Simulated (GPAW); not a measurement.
# SiF (Pm-3m) in GPAW: notebook

Aim: see how the results for SiF move with the level of theory and the settings. Levels: GLLB-SC, SCAN, optB88-vdW, PBEsol. Tasks: band structure.

Program: GPAW 26.7.0. These are calculated values, not measurements. Logs are shortened: lines on timing, memory, paths and dates and some standing lists are left out, and cuts for length are marked. The log counts tension as positive stress, the text compression.

### 1 The structure

The structure is cubic, space group Pm-3m (No. 221). The conventional cell has a = 3.029 Å, b = 3.029 Å, c = 3.029 Å, α = 90.00°, β = 90.00°, γ = 90.00°. Si (site symmetry m-3m) is surrounded by 8 F at 2.62 Å. F (site symmetry m-3m) has 8 Si at 2.62 Å as nearest neighbours.

The cell was built by a generator and needn't be a form met in nature.

### 2 Band structure, GLLB-SC

run.py

```python
from ase.dft.bandgap import bandgap
from ase.io import read, write
from gpaw import GPAW, PW

atoms = read('POSCAR')

calc = GPAW(mode=PW(800),
            xc='GLLBSC',
            kpts={'size': (9, 9, 9), 'gamma': True},
            occupations={'name': 'fermi-dirac', 'width': 0.05},
            nbands=13,
            convergence={'density': 1e-05, 'energy': 1e-05},
            maxiter=150,
            txt='gpaw.txt')
atoms.calc = calc
energy = atoms.get_potential_energy()
calc.write('gs.gpw')
write('result.traj', atoms)
print('Fermi level:', round(calc.get_fermi_level(), 4), 'eV')
print(f'Gap: {bandgap(calc)[0]:.4f} eV, direct: {bandgap(calc, direct=True)[0]:.4f} eV')

path = atoms.cell.bandpath('GXMGRX,MR', npoints=100, eps=1e-4)
bs_calc = calc.fixed_density(kpts=path, symmetry='off', nbands=21,
                             convergence={'bands': 'CBM+6.0', 'eigenstates': 1e-6}, txt='bands.txt')
bs = bs_calc.band_structure()
bs.write('bs.json')
print(f'Gap on the path: {bandgap(bs_calc)[0]:.4f} eV')

homo, lumo = bs_calc.get_homo_lumo()
response = calc.hamiltonian.xc.response
dxc_pot = response.calculate_discontinuity_potential(homo, lumo)
ks_gap, dxc = bs_calc.hamiltonian.xc.response.calculate_discontinuity(dxc_pot)
print(f'Kohn-Sham gap {ks_gap:.4f} eV, discontinuity {dxc:.4f} eV, gap {ks_gap + dxc:.4f} eV')
```

POSCAR

```
SiF
1.0
    3.0286000000      0.0000000000      0.0000000000
    0.0000000000      3.0286000000      0.0000000000
    0.0000000000      0.0000000000      3.0286000000
Si F
1 1
Direct
    0.5000000000      0.5000000000      0.5000000000
    0.0000000000      0.0000000000      0.0000000000
```

Potentials or basis: the program's PAW data sets (release 1.2.1) made for this functional, pw.

The run is started by

```sh
OMP_NUM_THREADS=1 python run.py
```

gpaw.txt:

```text
___ ___ ___ _ _ _
 |   |   |_  | | | |
 | | | | | . | | | |
 |__ |  _|___|_____|  26.7.0
 |___|_|

Input parameters:
  convergence: {density: 1e-05,
                energy: 1e-05}
  kpts: {gamma: True,
         size: (9, 9, 9)}
  maxiter: 150
  mode: {ecut: 800.0,
         name: pw}
  nbands: 13
  occupations: {name: fermi-dirac,
                width: 0.05}
  xc: GLLBSC

System changes: positions, numbers, cell, pbc, initial_charges, initial_magmoms

Initialize ...

species:
  Si:
    name:    Silicon
    Z:       14.0
    valence: 4
    core:    10
    charge:  0.0  # [|e|]
    compensation charges:
      type: gauss
      rc: 0.33  # [Å]
      lmax: 2
    cutoffs:
      filter: 1.86  # [Å]
      core: 2.06  # [Å]
    projectors
    | kind |    occ | energy [eV] | rcut [Å] |
    |------|--------|-------------|----------|
    |   3s |  2.000 |     -12.033 |    1.058 |
    |   3p |  2.000 |      -5.571 |    1.058 |
    |    s |        |      15.179 |    1.058 |
    |    p |        |      21.640 |    1.058 |
    |    d |        |       0.000 |    1.058 |

    Using partial waves for Si as LCAO basis

  F:
    name:    Fluorine
    Z:       9.0
    valence: 7
    core:    2
    charge:  0.0  # [|e|]
    compensation charges:
      type: gauss
      rc: 0.20  # [Å]
      lmax: 2
    cutoffs:
      filter: 1.14  # [Å]
      core: 0.74  # [Å]
    projectors
    | kind |    occ | energy [eV] | rcut [Å] |
    |------|--------|-------------|----------|
    |   2s |  2.000 |     -36.122 |    0.635 |
    |   2p |  5.000 |     -16.598 |    0.635 |
    |    s |        |      -8.911 |    0.635 |
    |    p |        |      10.613 |    0.635 |
    |    d |        |       0.000 |    0.635 |

    Using partial waves for F as LCAO basis

Reference energy: -10576.773579  # eV

Spin-paired calculation

Convergence criteria:
 Maximum [total energy] change in last 3 cyles: 1e-05 eV / valence electron
 Maximum integral of absolute [dens]ity change: 1e-05 electrons / valence electron
 Maximum integral of absolute [eigenst]ate change: 4e-08 eV^2 / valence electron
 Maximum number of scf [iter]ations: 150
 (Square brackets indicate name in SCF output, whereas a 'c' in
 the SCF output indicates the quantity has converged.)

Symmetries present (total): 48

  ( 1  0  0)  ( 1  0  0)  ( 1  0  0)  ( 1  0  0)  ( 1  0  0)  ( 1  0  0)
  ( 0  1  0)  ( 0  1  0)  ( 0  0  1)  ( 0  0  1)  ( 0  0 -1)  ( 0  0 -1)
  ( 0  0  1)  ( 0  0 -1)  ( 0  1  0)  ( 0 -1  0)  ( 0  1  0)  ( 0 -1  0)

  ( 1  0  0)  ( 1  0  0)  ( 0  1  0)  ( 0  1  0)  ( 0  1  0)  ( 0  1  0)
  ( 0 -1  0)  ( 0 -1  0)  ( 1  0  0)  ( 1  0  0)  ( 0  0  1)  ( 0  0  1)
  ( 0  0  1)  ( 0  0 -1)  ( 0  0  1)  ( 0  0 -1)  ( 1  0  0)  (-1  0  0)

  ( 0  1  0)  ( 0  1  0)  ( 0  1  0)  ( 0  1  0)  ( 0  0  1)  ( 0  0  1)
  ( 0  0 -1)  ( 0  0 -1)  (-1  0  0)  (-1  0  0)  ( 1  0  0)  ( 1  0  0)
  ( 1  0  0)  (-1  0  0)  ( 0  0  1)  ( 0  0 -1)  ( 0  1  0)  ( 0 -1  0)

  ( 0  0  1)  ( 0  0  1)  ( 0  0  1)  ( 0  0  1)  ( 0  0  1)  ( 0  0  1)
  ( 0  1  0)  ( 0  1  0)  ( 0 -1  0)  ( 0 -1  0)  (-1  0  0)  (-1  0  0)
  ( 1  0  0)  (-1  0  0)  ( 1  0  0)  (-1  0  0)  ( 0  1  0)  ( 0 -1  0)

  ( 0  0 -1)  ( 0  0 -1)  ( 0  0 -1)  ( 0  0 -1)  ( 0  0 -1)  ( 0  0 -1)
  ( 1  0  0)  ( 1  0  0)  ( 0  1  0)  ( 0  1  0)  ( 0 -1  0)  ( 0 -1  0)
  ( 0  1  0)  ( 0 -1  0)  ( 1  0  0)  (-1  0  0)  ( 1  0  0)  (-1  0  0)

  ( 0  0 -1)  ( 0  0 -1)  ( 0 -1  0)  ( 0 -1  0)  ( 0 -1  0)  ( 0 -1  0)
  (-1  0  0)  (-1  0  0)  ( 1  0  0)  ( 1  0  0)  ( 0  0  1)  ( 0  0  1)
  ( 0  1  0)  ( 0 -1  0)  ( 0  0  1)  ( 0  0 -1)  ( 1  0  0)  (-1  0  0)

  ( 0 -1  0)  ( 0 -1  0)  ( 0 -1  0)  ( 0 -1  0)  (-1  0  0)  (-1  0  0)
  ( 0  0 -1)  ( 0  0 -1)  (-1  0  0)  (-1  0  0)  ( 0  1  0)  ( 0  1  0)
  ( 1  0  0)  (-1  0  0)  ( 0  0  1)  ( 0  0 -1)  ( 0  0  1)  ( 0  0 -1)

  (-1  0  0)  (-1  0  0)  (-1  0  0)  (-1  0  0)  (-1  0  0)  (-1  0  0)
  ( 0  0  1)  ( 0  0  1)  ( 0  0 -1)  ( 0  0 -1)  ( 0 -1  0)  ( 0 -1  0)
  ( 0  1  0)  ( 0 -1  0)  ( 0  1  0)  ( 0 -1  0)  ( 0  0  1)  ( 0  0 -1)

729 k-points: 9 x 9 x 9 Monkhorst-Pack grid
35 k-points in the irreducible part of the Brillouin zone
       k-points in crystal coordinates                weights
   0:     0.00000000    0.00000000    0.00000000          1/729
   1:     0.11111111    0.00000000    0.00000000          6/729
   2:     0.11111111    0.11111111    0.00000000         12/729
   3:     0.11111111    0.11111111    0.11111111          8/729
   4:     0.22222222    0.00000000    0.00000000          6/729
   5:     0.22222222    0.11111111    0.00000000         24/729
   6:     0.22222222    0.11111111    0.11111111         24/729
   7:     0.22222222    0.22222222    0.00000000         12/729
   8:     0.22222222    0.22222222    0.11111111         24/729
   9:     0.22222222    0.22222222    0.22222222          8/729
          ...
  34:     0.44444444    0.44444444    0.44444444          8/729

Wave functions: Plane wave expansion
  Cutoff energy: 800.000 eV
  Number of coefficients (min, max): 1365, 1439
  Pulay-stress correction: 0.000000 eV/Ang^3 (de/decut=0.000000)
  Using FFTW library
  ScaLapack parameters: grid=1x1, blocksize=None
  Wavefunction extrapolation:
    Improved wavefunction reuse through dual PAW basis

Occupation numbers: Fermi-Dirac:
  width: 0.0500  # eV

Eigensolver
   Davidson(niter=2)

Densities:
  Coarse grid: 20*20*20 grid
  Fine grid: 40*40*40 grid
  Total Charge: 0.000000

Density mixing:
  Method: separate
  Backend: msr1
  Linear mixing parameter: 0.05
  old densities: 10
  Width of damping distribution: 1.1
  Damping of long wavelength oscillations: 20

Hamiltonian:
  XC and Coulomb potentials evaluated on a 40*40*40 grid
  Using the GLLBSC Exchange-Correlation functional
  External potential:
    NoExternalPotential

XC parameters: GLLBSC functional being used consists of
  -----------------------------------------------------------------------
  | Weight | Module     | Description                                   |
  -----------------------------------------------------------------------
  |  1.000 | SCREENING  | GGA_X_PBE_SOL with 2 nearest neighbor stencil |
  |  1.000 | RESPONSE   | eps=0.0500 eV                                 |
  |  1.000 | XC         | GGA_C_PBE_SOL with 2 nearest neighbor stencil |
  -----------------------------------------------------------------------

Number of atoms: 2
Number of atomic orbitals: 8
Number of bands in calculation: 13
Number of valence electrons: 11
Bands to converge: occupied

... initialized

Initializing position-dependent things.

Density initialized from atomic densities
Creating initial wave functions:
  8 bands from LCAO basis set
  5 bands from random numbers

   .------.
  /|      |
 * |      |
 | | Si   |
 | .------.
 |/      /
 F------*

Atomic positions and initial magnetic moments

Positions:
   0 Si     1.514300    1.514300    1.514300    ( 0.0000,  0.0000,  0.0000)
   1 F      0.000000    0.000000    0.000000    ( 0.0000,  0.0000,  0.0000)

Unit cell:
           periodic     x           y           z      points  spacing
  1. axis:    yes    3.028600    0.000000    0.000000    20     0.1514
  2. axis:    yes    0.000000    3.028600    0.000000    20     0.1514
  3. axis:    yes    0.000000    0.000000    3.028600    20     0.1514

  Lengths:   3.028600   3.028600   3.028600
  Angles:   90.000000  90.000000  90.000000

Effective grid spacing dv^(1/3) = 0.1514

iter:   1   -11.215411
iter:   2    -9.329758   -1.34  -0.99
iter:   3    -8.684867   -1.25  -1.16
iter:   4    -8.314084   -1.35  -1.33
iter:   5    -8.485793   -1.91  -1.55
iter:   6    -8.206382   -1.68  -1.69
iter:   7    -8.245626   -3.36  -2.22
iter:   8    -8.226498   -4.05  -2.45
iter:   9    -8.248067   -4.15  -2.80
iter:  10    -8.238097   -5.00  -2.84
iter:  11    -8.237516   -5.55  -3.93
iter:  12    -8.236613   -6.54  -3.80
iter:  13    -8.236925   -7.20  -4.20
iter:  14    -8.236822   -8.36c -4.94
iter:  15    -8.236856c  -9.11c -4.86
iter:  16    -8.236875c  -9.38c -5.08c

Converged after 16 iterations.

Dipole moment: (-0.000000, -0.000000, -0.000000) |e|*Ang

Energy contributions relative to reference atoms: (reference = -10576.773579)

Kinetic:        +14.592860
Potential:      -13.614066
External:        +0.000000
XC:              -9.301341
Entropy (-ST):   -0.017574
Local:           +0.094460
SIC:             +0.000000
--------------------------
Free energy:     -8.245662
Extrapolated:    -8.236875

GLLBSC response reference energy: 1.00268 eV (from HOMO)

Showing only first 2 kpts
 Kpt  Band  Eigenvalues  Occupancy
  0     3     -1.86562    2.00000
  0     4     -1.86562    2.00000
  0     5      9.41505    0.00000
  0     6      9.41505    0.00000

  1     3     -1.83482    2.00000
  1     4     -1.72007    2.00000
  1     5      7.49908    0.00000
  1     6      9.41626    0.00000

Fermi level: 3.99480

No gap
No difference between direct/indirect transitions
Writing to gs.gpw (mode='')
```

Wall time 26 s (1 thread of Arm Neoverse V1, shared host); peak memory 0.24 GiB.

What came out:

```
Band gap along the path : none (metal or under the smearing width)
```

Levels at the corners of the path, in eV from the Fermi level:
```tsv
point	band 3	band 4	band 5	band 6	band 7	band 8
Γ	-5.86	-5.86	-5.86	5.42	5.42	5.42
X	-5.58	-5.58	-3.00	-2.49	5.41	5.41
M	-7.56	-5.40	-5.36	0.77	0.77	6.36
Γ	-5.86	-5.86	-5.86	5.42	5.42	5.42
R	-6.63	-6.63	-2.35	-0.74	-0.74	-0.74
X	-5.58	-5.58	-3.00	-2.49	5.41	5.41
M	-7.56	-5.40	-5.36	0.77	0.77	6.36
R	-6.63	-6.63	-2.35	-0.74	-0.74	-0.74
```

Caveat: a model potential gives levels but no total energy; an odd number of electrons without spin polarisation forces a metal; a magnetic or distorted state may lie lower.

### 3 Band structure, SCAN

run.py

```python
from ase.dft.bandgap import bandgap
from ase.io import read, write
from ase.units import GPa
from gpaw import GPAW, PW

atoms = read('POSCAR')

calc = GPAW(mode=PW(800),
            xc='MGGA_X_SCAN+MGGA_C_SCAN',
            kpts={'size': (9, 9, 9), 'gamma': True},
            occupations={'name': 'fermi-dirac', 'width': 0.05},
            nbands=13,
            convergence={'density': 1e-05, 'energy': 1e-05},
            maxiter=150,
            txt='gpaw.txt')
atoms.calc = calc
energy = atoms.get_potential_energy()
forces = atoms.get_forces()
stress = atoms.get_stress()
calc.write('gs.gpw')
write('result.traj', atoms)
print(f'Energy: {energy:.6f} eV')
print('Forces (eV/A):')
print(forces.round(4))
print('Stress (GPa):', (stress / GPa).round(3))
print('Fermi level:', round(calc.get_fermi_level(), 4), 'eV')
print(f'Gap: {bandgap(calc)[0]:.4f} eV, direct: {bandgap(calc, direct=True)[0]:.4f} eV')

path = atoms.cell.bandpath('GXMGRX,MR', npoints=100, eps=1e-4)
bs_calc = calc.fixed_density(kpts=path, symmetry='off', nbands=21,
                             convergence={'bands': 'CBM+6.0', 'eigenstates': 1e-6}, txt='bands.txt')
bs = bs_calc.band_structure()
bs.write('bs.json')
print(f'Gap on the path: {bandgap(bs_calc)[0]:.4f} eV')
```

POSCAR is that of step 2.

Potentials or basis: GPAW PAW data sets (gpaw-data 1.2.1), pw.

The run is started by

```sh
OMP_NUM_THREADS=1 python run.py
```

Run time: 67 s. Hardware: 1 thread of Arm Neoverse V1, shared host; peak memory 0.29 GiB.

Results (log left out):

```
Free energy             : -13.6115 eV
Pressure                : -2.3 GPa
Band gap along the path : none (metal or under the smearing width)
```

Levels at the corners of the path, in eV from the Fermi level:
```
point  band 2  band 3  band 4  band 5  band 6  band 7  band 8
    Γ   -9.34   -5.55   -5.55   -5.55    5.44    5.44    5.44
    X  -10.16   -5.22   -5.22   -2.83   -2.62    5.32    5.32
    M   -7.49   -7.49   -5.94   -5.02    0.90    0.90    6.73
    Γ   -9.34   -5.55   -5.55   -5.55    5.44    5.44    5.44
    R   -6.38   -6.38   -6.38   -2.92   -0.96   -0.96   -0.96
    X  -10.16   -5.22   -5.22   -2.83   -2.62    5.32    5.32
    M   -7.49   -7.49   -5.94   -5.02    0.90    0.90    6.73
    R   -6.38   -6.38   -6.38   -2.92   -0.96   -0.96   -0.96
```

Caveat: the PAW data sets were made with another functional, which shifts forces and pressure a little; an odd number of electrons without spin polarisation forces a metal; a magnetic or distorted state may lie lower.

### 4 Band structure, optB88-vdW

run.py, as its differences from that of step 3:

```diff
@@ -2,3 +2,2 @@
 from ase.io import read, write
-from ase.units import GPa
 from gpaw import GPAW, PW
@@ -8,3 +7,3 @@
 calc = GPAW(mode=PW(800),
-            xc='MGGA_X_SCAN+MGGA_C_SCAN',
+            xc={'name': 'optB88-vdW', 'backend': 'libvdwxc'},
             kpts={'size': (9, 9, 9), 'gamma': True},
@@ -14,2 +13,3 @@
             maxiter=150,
+            legacy_gpaw=True,
             txt='gpaw.txt')
@@ -18,3 +18,2 @@
 forces = atoms.get_forces()
-stress = atoms.get_stress()
 calc.write('gs.gpw')
@@ -24,3 +23,2 @@
 print(forces.round(4))
-print('Stress (GPa):', (stress / GPa).round(3))
 print('Fermi level:', round(calc.get_fermi_level(), 4), 'eV')
```

POSCAR is that of step 3.

The run is started by

```sh
OMP_NUM_THREADS=1 python run.py
```

Wall time 22 s (1 thread of Arm Neoverse V1, shared host); peak memory 0.26 GiB.

Results (log left out):

- Free energy: -21.2797 eV
- Band gap along the path: none (metal or under the smearing width)

Levels at the corners of the path, in eV from the Fermi level:
```tsv
point	band 2	band 3	band 4	band 5	band 6	band 7	band 8	band 9
Γ	-8.94	-5.30	-5.30	-5.30	5.05	5.05	5.05	5.96
X	-9.78	-4.97	-4.97	-2.75	-2.49	4.92	4.92	7.85
M	-7.18	-7.18	-5.81	-4.77	0.87	0.87	6.39	6.41
Γ	-8.94	-5.30	-5.30	-5.30	5.05	5.05	5.05	5.96
R	-6.11	-6.11	-6.11	-3.04	-0.91	-0.91	-0.91	9.26
X	-9.78	-4.97	-4.97	-2.75	-2.49	4.92	4.92	7.85
M	-7.18	-7.18	-5.81	-4.77	0.87	0.87	6.39	6.41
R	-6.11	-6.11	-6.11	-3.04	-0.91	-0.91	-0.91	9.26
```

Caveat: the PAW data sets were made with another functional, which shifts forces and pressure a little; an odd number of electrons without spin polarisation forces a metal; a magnetic or distorted state may lie lower.

[end of part 1 of 2]
